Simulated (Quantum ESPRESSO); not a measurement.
# Bi in Quantum ESPRESSO: notebook

The runs below take Bi through work function, with revPBE, AM05, BLYP, PW91.

Everything below comes from runs of Quantum ESPRESSO 7.5. Logs are shortened: lines on timing, memory, paths and dates and some standing lists are left out, and cuts for length are marked.

## Step 1: Starting point

The cell holds a sheet with vacuum, 1 atom: a = 3.129 Å, b = 3.129 Å, c = 23.800 Å, α = 90.00°, β = 90.00°, γ = 90.00°.

The cell was built by a generator and needn't be a form met in nature.

## Step 2: Work function, revPBE

pw.in reads:

```
&CONTROL
  calculation = 'scf'
  prefix = 'pwscf'
  outdir = './tmp'
  pseudo_dir = './pseudo'
  tprnfor = .true.
  disk_io = 'low'
/
&SYSTEM
  ibrav = 0
  celldm(1) = 8
  nat = 1
  ntyp = 1
  ecutwfc = 66
  nbnd = 13
  input_dft = 'revpbe'
  occupations = 'smearing'
  smearing = 'fd'
  degauss = 0.00367493
/
&ELECTRONS
  conv_thr = 1d-09
  electron_maxstep = 150
  mixing_beta = 0.3
  mixing_mode = 'local-TF'
/
ATOMIC_SPECIES
Bi   208.9804 Bi_ONCV_PBE-1.2.upf
CELL_PARAMETERS alat
  0.7391947195392   0.0000000000000   0.0000000000000
  0.0000000000000   0.7391947195392   0.0000000000000
  0.0000000000000   0.0000000000000   5.6219352207617
ATOMIC_POSITIONS crystal
Bi     0.5000000000    0.5000000000    0.2941200000
K_POINTS automatic
9 9 1 0 0 0
```

pp_density.in reads:

```
&INPUTPP
  prefix = 'pwscf'
  outdir = './tmp'
  filplot = 'density.dat'
  plot_num = 0
/
&PLOT
  nfile = 1
  filepp(1) = 'density.dat'
  iflag = 3
  output_format = 6
  fileout = 'density.cube'
/
```

pp_potential.in reads:

```
&INPUTPP
  prefix = 'pwscf'
  outdir = './tmp'
  filplot = 'potential.dat'
  plot_num = 11
/
&PLOT
  nfile = 1
  filepp(1) = 'potential.dat'
  iflag = 3
  output_format = 6
  fileout = 'potential.cube'
/
```

pp_elf.in reads:

```
&INPUTPP
  prefix = 'pwscf'
  outdir = './tmp'
  filplot = 'elf.dat'
  plot_num = 8
/
&PLOT
  nfile = 1
  filepp(1) = 'elf.dat'
  iflag = 3
  output_format = 6
  fileout = 'elf.cube'
/
```

Potentials or basis: SG15 PBE 1.2.

The run is started by

```
$ OMP_NUM_THREADS=1 mpirun -n 2 pw.x -nk 2 -in pw.in > pw.out
$ OMP_NUM_THREADS=1 mpirun -n 1 pp.x -in pp_density.in > pp_density.out
$ OMP_NUM_THREADS=1 mpirun -n 1 pp.x -in pp_potential.in > pp_potential.out
$ OMP_NUM_THREADS=1 mpirun -n 1 pp.x -in pp_elf.in > pp_elf.out
```

pw.out:

```text
This program is part of the open-source Quantum ESPRESSO suite
     for quantum simulation of materials; please cite
         "P. Giannozzi et al., J. Phys.:Condens. Matter 21 395502 (2009);
         "P. Giannozzi et al., J. Phys.:Condens. Matter 29 465901 (2017);
         "P. Giannozzi et al., J. Chem. Phys. 152 154105 (2020);
     in publications or presentations arising from this work. More details at

     IMPORTANT: XC functional enforced from input :
     Exchange-correlation= REVPBE
                           (   1   4   4   4   0   0   0)
     Any further DFT definition will be discarded
     Please, verify this is what you really want

     Message from routine setup:
[... 7 lines left out ...]
     --------------------
     sticks:   dense  smooth     PW     G-vecs:    dense   smooth      PW
     Sum         741     741    221               113957   113957   18105

     Using Slab Decomposition

     bravais-lattice index     =            0
     lattice parameter (alat)  =       8.0000  a.u.
     unit-cell volume          =    1572.8000 (a.u.)^3
     number of atoms/cell      =            1
     number of atomic types    =            1
     number of electrons       =        15.00
     number of Kohn-Sham states=           13
     kinetic-energy cutoff     =      66.0000  Ry
     charge density cutoff     =     264.0000  Ry
     scf convergence threshold =      1.0E-09
     mixing beta               =       0.3000
     number of iterations used =            8  local-TF  mixing
     Exchange-correlation= REVPBE
                           (   1   4   4   4   0   0   0)

     celldm(1)=   8.000000  celldm(2)=   0.000000  celldm(3)=   0.000000
     celldm(4)=   0.000000  celldm(5)=   0.000000  celldm(6)=   0.000000

     crystal axes: (cart. coord. in units of alat)
               a(1) = (   0.739195   0.000000   0.000000 )
               a(2) = (   0.000000   0.739195   0.000000 )
               a(3) = (   0.000000   0.000000   5.621935 )

     reciprocal axes: (cart. coord. in units 2 pi/alat)
               b(1) = (  1.352824  0.000000  0.000000 )
               b(2) = (  0.000000  1.352824  0.000000 )
               b(3) = (  0.000000  0.000000  0.177875 )

     PseudoPot. # 1 for Bi read from file:
     Bi_ONCV_PBE-1.2.upf
     Pseudo is Norm-conserving, Zval = 15.0
     Generated using ONCVPSP code by D. R. Hamann
     Using radial grid of  602 points,  8 beta functions with:
                l(1) =   0
                l(2) =   0
                l(3) =   1
                l(4) =   1
                l(5) =   2
                l(6) =   2
                l(7) =   3
                l(8) =   3

     atomic species   valence    mass     pseudopotential
     Bi               15.00   208.98040     Bi( 1.00)

      8 Sym. Ops. (no inversion) found

   Cartesian axes

     site n.     atom                  positions (alat units)
         1        Bi     tau(   1) = (   0.3695974   0.3695974   1.6535236  )

     number of k points=    15  Fermi-Dirac smearing, width (Ry)=  0.0037
                       cart. coord. in units 2pi/alat
        k(    1) = (   0.0000000   0.0000000   0.0000000), wk =   0.0246914
        k(    2) = (   0.0000000   0.1503137   0.0000000), wk =   0.0987654
        k(    3) = (   0.0000000   0.3006274   0.0000000), wk =   0.0987654
        k(    4) = (   0.0000000   0.4509412   0.0000000), wk =   0.0987654
        k(    5) = (   0.0000000   0.6012549   0.0000000), wk =   0.0987654
        k(    6) = (   0.1503137   0.1503137   0.0000000), wk =   0.0987654
        k(    7) = (   0.1503137   0.3006274   0.0000000), wk =   0.1975309
        k(    8) = (   0.1503137   0.4509412   0.0000000), wk =   0.1975309
        k(    9) = (   0.1503137   0.6012549   0.0000000), wk =   0.1975309
        k(   10) = (   0.3006274   0.3006274   0.0000000), wk =   0.0987654
        k(   11) = (   0.3006274   0.4509412   0.0000000), wk =   0.1975309
        k(   12) = (   0.3006274   0.6012549   0.0000000), wk =   0.1975309
        k(   13) = (   0.4509412   0.4509412   0.0000000), wk =   0.0987654
        k(   14) = (   0.4509412   0.6012549   0.0000000), wk =   0.1975309
        k(   15) = (   0.6012549   0.6012549   0.0000000), wk =   0.0987654

     Dense  grid:   113957 G-vectors     FFT dimensions: (  32,  32, 240)

     Initial potential from superposition of free atoms

     starting charge      14.9238, renormalised to      15.0000

     negative rho (up, down):  6.756E-04 0.000E+00
     Starting wfcs are random

     Self-consistent Calculation

     iteration #  1     ecut=    66.00 Ry     beta= 0.30
     Davidson diagonalization with overlap
     ethr =  1.00E-02,  avg # of iterations =  9.5

     Threshold (ethr) on eigenvalues was too large:
     Diagonalizing with lowered threshold

     Davidson diagonalization with overlap
     ethr =  7.67E-05,  avg # of iterations =  6.5

     negative rho (up, down):  1.133E-03 0.000E+00

     total energy              =    -135.91116057 Ry
     estimated scf accuracy    <       0.00635858 Ry

     iteration #  2     ecut=    66.00 Ry     beta= 0.30
     Davidson diagonalization with overlap
     ethr =  4.24E-05,  avg # of iterations =  2.0

     negative rho (up, down):  5.467E-03 0.000E+00

     total energy              =    -135.90926966 Ry
     estimated scf accuracy    <       0.00419769 Ry

     iteration #  3     ecut=    66.00 Ry     beta= 0.30
     Davidson diagonalization with overlap
     ethr =  2.80E-05,  avg # of iterations =  4.9

     negative rho (up, down):  5.890E-03 0.000E+00

     total energy              =    -135.91001214 Ry
     estimated scf accuracy    <       0.00027953 Ry

     iteration #  4     ecut=    66.00 Ry     beta= 0.30
     Davidson diagonalization with overlap
     ethr =  1.86E-06,  avg # of iterations =  6.0

     negative rho (up, down):  5.045E-03 0.000E+00

     total energy              =    -135.91009678 Ry
     estimated scf accuracy    <       0.00016356 Ry

     iteration #  5     ecut=    66.00 Ry     beta= 0.30
     Davidson diagonalization with overlap
     ethr =  1.09E-06,  avg # of iterations =  5.8

     negative rho (up, down):  4.914E-03 0.000E+00

     total energy              =    -135.91011501 Ry
     estimated scf accuracy    <       0.00006831 Ry

     iteration #  6     ecut=    66.00 Ry     beta= 0.30
     Davidson diagonalization with overlap
     ethr =  4.55E-07,  avg # of iterations =  1.3

     negative rho (up, down):  3.186E-03 0.000E+00

     total energy              =    -135.90963078 Ry
     estimated scf accuracy    <       0.00005903 Ry

     iteration #  7     ecut=    66.00 Ry     beta= 0.30
     Davidson diagonalization with overlap
     ethr =  3.94E-07,  avg # of iterations =  8.1

     negative rho (up, down):  2.826E-03 0.000E+00

     total energy              =    -135.90972407 Ry
     estimated scf accuracy    <       0.00002467 Ry

     iteration #  8     ecut=    66.00 Ry     beta= 0.30
     Davidson diagonalization with overlap
     ethr =  1.64E-07,  avg # of iterations =  3.1

     negative rho (up, down):  1.064E-03 0.000E+00

     total energy              =    -135.90986920 Ry
     estimated scf accuracy    <       0.00001762 Ry

     iteration #  9     ecut=    66.00 Ry     beta= 0.30
     Davidson diagonalization with overlap
     ethr =  1.17E-07,  avg # of iterations =  5.7

     negative rho (up, down):  7.538E-04 0.000E+00

     total energy              =    -135.90998923 Ry
     estimated scf accuracy    <       0.00000396 Ry

     iteration # 10     ecut=    66.00 Ry     beta= 0.30
     Davidson diagonalization with overlap
     ethr =  2.64E-08,  avg # of iterations =  4.7

     negative rho (up, down):  1.024E-04 0.000E+00

     total energy              =    -135.90998526 Ry
     estimated scf accuracy    <       0.00000282 Ry

     iteration # 11     ecut=    66.00 Ry     beta= 0.30
     Davidson diagonalization with overlap
     ethr =  1.88E-08,  avg # of iterations =  7.1

     negative rho (up, down):  4.858E-05 0.000E+00

     total energy              =    -135.90998592 Ry
     estimated scf accuracy    <       0.00000164 Ry

     iteration # 12     ecut=    66.00 Ry     beta= 0.30
     Davidson diagonalization with overlap
     ethr =  1.09E-08,  avg # of iterations =  2.0

     negative rho (up, down):  5.001E-05 0.000E+00

     total energy              =    -135.90998423 Ry
     estimated scf accuracy    <       0.00000007 Ry

     iteration # 13     ecut=    66.00 Ry     beta= 0.30
     Davidson diagonalization with overlap
     ethr =  4.94E-10,  avg # of iterations =  2.0

     negative rho (up, down):  1.047E-05 0.000E+00

     total energy              =    -135.90997915 Ry
     estimated scf accuracy    <       0.00000003 Ry

     iteration # 14     ecut=    66.00 Ry     beta= 0.30
     Davidson diagonalization with overlap
     ethr =  2.33E-10,  avg # of iterations =  4.3

     negative rho (up, down):  1.127E-05 0.000E+00

     total energy              =    -135.90997931 Ry
     estimated scf accuracy    <       0.00000003 Ry

     iteration # 15     ecut=    66.00 Ry     beta= 0.30
     Davidson diagonalization with overlap
     ethr =  1.76E-10,  avg # of iterations =  4.0

     negative rho (up, down):  5.956E-06 0.000E+00

     total energy              =    -135.90997908 Ry
     estimated scf accuracy    <          2.2E-09 Ry

     iteration # 16     ecut=    66.00 Ry     beta= 0.30
     Davidson diagonalization with overlap
     ethr =  1.45E-11,  avg # of iterations =  2.3

     negative rho (up, down):  2.898E-06 0.000E+00

     total energy              =    -135.90997901 Ry
     estimated scf accuracy    <          1.3E-09 Ry

     iteration # 17     ecut=    66.00 Ry     beta= 0.30
     Davidson diagonalization with overlap
     ethr =  8.67E-12,  avg # of iterations =  2.7

     End of self-consistent calculation

          k = 0.0000 0.0000 0.0000 ( 14277 PWs)   bands (ev):

   -25.3604 -25.1163 -24.9258 -24.9258 -24.9127 -14.7146  -4.6340   1.0260
     2.0038   2.2827   2.6502   2.6502   3.0063

          k = 0.0000 0.1503 0.0000 ( 14269 PWs)   bands (ev):

   -25.3293 -25.0994 -24.9419 -24.9266 -24.9245 -14.5405  -4.4418   0.6672
     1.2789   2.1908   2.4736   2.8615   3.1937

          k = 0.0000 0.3006 0.0000 ( 14255 PWs)   bands (ev):

   -25.2686 -25.0385 -24.9824 -24.9615 -24.9211 -14.0300  -3.8925  -2.1716
     1.7896   2.7409   3.0409   3.7444   3.9376

          k = 0.0000 0.4509 0.0000 ( 14271 PWs)   bands (ev):

   -25.2283 -25.0280 -25.0009 -24.9400 -24.9173 -13.2583  -4.6997  -3.0920
     2.7095   3.4287   3.9871   4.2400   4.2563

          k = 0.0000 0.6013 0.0000 ( 14266 PWs)   bands (ev):

   -25.2120 -25.0575 -25.0264 -24.9149 -24.8655 -12.5326  -6.3448  -2.3562
     2.5980   3.9983   4.9170   5.1385   5.3104

          k = 0.1503 0.1503 0.0000 ( 14251 PWs)   bands (ev):

   -25.2942 -25.0865 -24.9412 -24.9409 -24.9398 -14.3664  -4.2494   0.7704
     0.9819   1.5104   2.3780   2.6642   3.3811

          k = 0.1503 0.3006 0.0000 ( 14286 PWs)   bands (ev):

   -25.2242 -25.0345 -24.9809 -24.9769 -24.9370 -13.8564  -3.6997  -1.9817
     1.4308   2.0359   2.9281   3.2317   3.9319

          k = 0.1503 0.4509 0.0000 ( 14258 PWs)   bands (ev):

   -25.1805 -25.0262 -25.0181 -24.9383 -24.9330 -13.0855  -4.5144  -2.8983
     2.2498   2.9406   3.6099   4.1774   4.4187

          k = 0.1503 0.6013 0.0000 ( 14251 PWs)   bands (ev):

   -25.1646 -25.0556 -25.0445 -24.9304 -24.8630 -12.3607  -6.1618  -2.1606
     2.7674   3.0116   4.1945   5.3255   5.4998

          k = 0.3006 0.3006 0.0000 ( 14271 PWs)   bands (ev):

   -25.1208 -25.0217 -25.0089 -24.9785 -24.9752 -13.3476  -3.1490  -1.4555
    -1.4271   2.5484   3.4770   3.7990   4.4810

          k = 0.3006 0.4509 0.0000 ( 14236 PWs)   bands (ev):

   -25.0635 -25.0568 -25.0218 -24.9723 -24.9341 -12.5781  -3.9914  -2.3461
    -0.6597   3.4582   4.1286   4.7441   4.9486

          k = 0.3006 0.6013 0.0000 ( 14207 PWs)   bands (ev):

   -25.0900 -25.0508 -25.0463 -24.9694 -24.8541 -11.8536  -5.6486  -1.6066
     0.0453   3.2727   4.6722   5.4220   6.0686

          k = 0.4509 0.4509 0.0000 ( 14183 PWs)   bands (ev):

   -25.1098 -25.0179 -25.0153 -24.9366 -24.9125 -11.8069  -3.3481  -3.1442
    -1.5457   4.2535   4.7027   4.8744   5.6950

          k = 0.4509 0.6013 0.0000 ( 14199 PWs)   bands (ev):

   -25.1410 -25.0453 -25.0133 -24.9291 -24.8254 -11.0753  -4.9358  -2.5973
    -0.8162   3.3935   4.0965   5.7021   6.5465

          k = 0.6013 0.6013 0.0000 ( 14208 PWs)   bands (ev):

   -25.1740 -25.0419 -25.0415 -24.8892 -24.7693 -10.3244  -4.3678  -4.3011
    -0.1184   2.1772   5.0263   5.6581   6.9551

     the Fermi energy is    -2.2486 ev

!    total energy              =    -135.90997899 Ry
     estimated scf accuracy    <          6.4E-10 Ry
     smearing contrib. (-TS)   =      -0.00089352 Ry
     internal energy E=F+TS    =    -135.90908547 Ry

     The total energy is F=E-TS. E is the sum of the following terms:
     one-electron contribution =    -548.89840614 Ry
     hartree contribution      =     274.06724910 Ry
     xc contribution           =     -15.71256514 Ry
     ewald contribution        =     154.63463670 Ry

     convergence has been achieved in  17 iterations

     Forces acting on atoms (cartesian axes, Ry/au):

     atom    1 type  1   force =     0.00000000    0.00000000    0.00000000

     Total force =     0.000000     Total SCF correction =     0.000003

=------------------------------------------------------------------------------=
   JOB DONE.
=------------------------------------------------------------------------------=
```

Run time: 49 s. Hardware: 2 MPI ranks of Arm Neoverse V2, shared host; peak memory 0.4 GiB.

What came out:

* Free energy: -1849.1495 eV
* Band gap on the k mesh: none (metal or under the smearing width)
* Work function of the upper face: 4.50 eV
* Work function of the lower face: 4.50 eV

Caveat: spin-orbit coupling is left out, which moves the levels of the heavy elements.

(Part 1 of 3 ends here.)
